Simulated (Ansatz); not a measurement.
# Cl4FH3NTa: the cost of one run

Method: RHF/def2-SVP, in Ansatz 0.2.0.

### Step 1. The starting structure

Bond lengths: Ta1–Cl2 2.820 Å, Ta1–Cl3 2.470 Å, Ta1–Cl4 2.470 Å, Ta1–F5 1.930 Å, Ta1–Cl6 2.470 Å, Ta1–N7 2.460 Å, N7–H8 1.060 Å, N7–H9 1.060 Å. Angles (14 of 18 angles, heavy atoms first): Cl2–Ta1–Cl3 90.0°, Cl2–Ta1–Cl4 90.0°, Cl2–Ta1–F5 120.0°, Cl2–Ta1–Cl6 120.0°, Cl2–Ta1–N7 71.6°, Cl3–Ta1–Cl4 180.0°, Cl3–Ta1–F5 90.0°, Cl3–Ta1–Cl6 90.0°, Cl3–Ta1–N7 59.6°, Cl4–Ta1–F5 90.0°, Cl4–Ta1–Cl6 90.0°, Cl4–Ta1–N7 120.4°, F5–Ta1–Cl6 120.0°, F5–Ta1–N7 148.6°.

Structure file:

```xyz
10

Ta    0.0000    0.0000    0.0000
Cl    2.8200    0.0000    0.0000
Cl    0.0000    0.0000    2.4700
Cl    0.0000    0.0000   -2.4700
F    -0.9650    1.6714    0.0000
Cl   -1.2350   -2.1390    0.0000
N     0.7757   -1.9759    1.2433
H     0.2944   -2.9105    1.1069
H     1.5912   -1.8927    1.9153
H     2.0207   -1.3500    0.8494
```

### Step 2. Pulling towards end A

Springs on the bonds that form and break draw the guess towards this end; the thresholds are loose.

File input.yaml:

```yaml
crystal:
  periodic: [false, false, false]
  atoms:
    - { symbol: Ta, position_ang: [0.0, 0.0, 0.0] }
    - { symbol: Cl, position_ang: [2.82, 0.0, 0.0] }
    - { symbol: Cl, position_ang: [0.0, 0.0, 2.47] }
    - { symbol: Cl, position_ang: [0.0, 0.0, -2.47] }
    - { symbol: F, position_ang: [-0.965, 1.6714, 0.0] }
    - { symbol: Cl, position_ang: [-1.235, -2.139, 0.0] }
    - { symbol: "N", position_ang: [0.7757, -1.9759, 1.2433] }
    - { symbol: H, position_ang: [0.2944, -2.9105, 1.1069] }
    - { symbol: H, position_ang: [1.5912, -1.8927, 1.9153] }
    - { symbol: H, position_ang: [2.0207, -1.35, 0.8494] }
basis:
  gaussian: { orbitals: def2-SVP }
hamiltonian:
  xc: hf
relax:
  f_tol: 0.15
  max_steps: 25
  restrain:
    - { distance: [0, 6], at: 3.36, k: 30.0 }
    - { distance: [9, 1], at: 2.57, k: 30.0 }
    - { distance: [0, 1], at: 2.47, k: 30.0 }
    - { distance: [9, 6], at: 1.06, k: 30.0 }
```

Launch:

```bash
$ ansatz run input.yaml --threads 4 --pin off --max-ram 5120MiB --backend cpu --events-out ev --progress --plain --runs-dir out
```

Q: Estimate wall time and peak memory on 4 threads of Arm Neoverse V1, shared host.

About 38 s, with a peak of 0.48 GiB.
